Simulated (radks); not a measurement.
# Mo²⁶⁺ in [Ne] 3s2 3p4: an all-electron calculation

One table from this session's results is given with a row withheld; the runs are named, their logs left out.

Program: radks (a radial shooting solver on a logarithmic mesh, Libxc functionals) version 1. Level of theory: Dirac Kohn-Sham, RPBE, spin-unpolarised, spherical densities, point nucleus; open shells fill j = l - 1/2 first. These are calculated values, not measurements, unless marked.

**The atom as given**

* element: molybdenum (Z = 42)
* charge: +26
* electrons: 16
* configuration: [Ne] 3s2 3p4

The first run:

The run's settings:

```text
Z 42
configuration [Ne] 3s2 3p4
relativity Dirac
functional rpbe,pbe
spin unpolarised
j_filling energy
nucleus point
c 137.035999084
```

On the command line:

```
$ python run_ks.py task.json out
```

This one command runs every case of the session in turn.

One of the session's tables, all rows but one given; the rest of the session is left out.

It belongs to the step «Orbitals and density». Radial moments (bohr):

| level | <r> | outermost maximum (interpolated) | 90 % within | nodes |
| --- | --- | --- | --- | --- |
| 1s1/2 | 0.03516 | 0.0229 | 0.0630 | 0 |
| 2s1/2 | 0.1516 | 0.129 | 0.234 | 1 |
| 2p1/2 | 0.1292 | 0.100 | 0.211 | 0 |
| 2p3/2 | ? | ? | ? | ? |
| 3s1/2 | 0.3797 | 0.357 | 0.552 | 2 |
| 3p1/2 | 0.3653 | 0.340 | 0.542 | 1 |
| 3p3/2 | 0.3723 | 0.347 | 0.551 | 1 |

Estimate the missing values for 2p3/2.

**Answer.** <r>: 0.1336; outermost maximum (interpolated): 0.104; 90 % within: 0.217; nodes: 0. In the column «<r>» it lies between 2p1/2 (0.1292) and 2s1/2 (0.1516).

Limits of these values: Spin polarisation and multiplet splitting are left out.
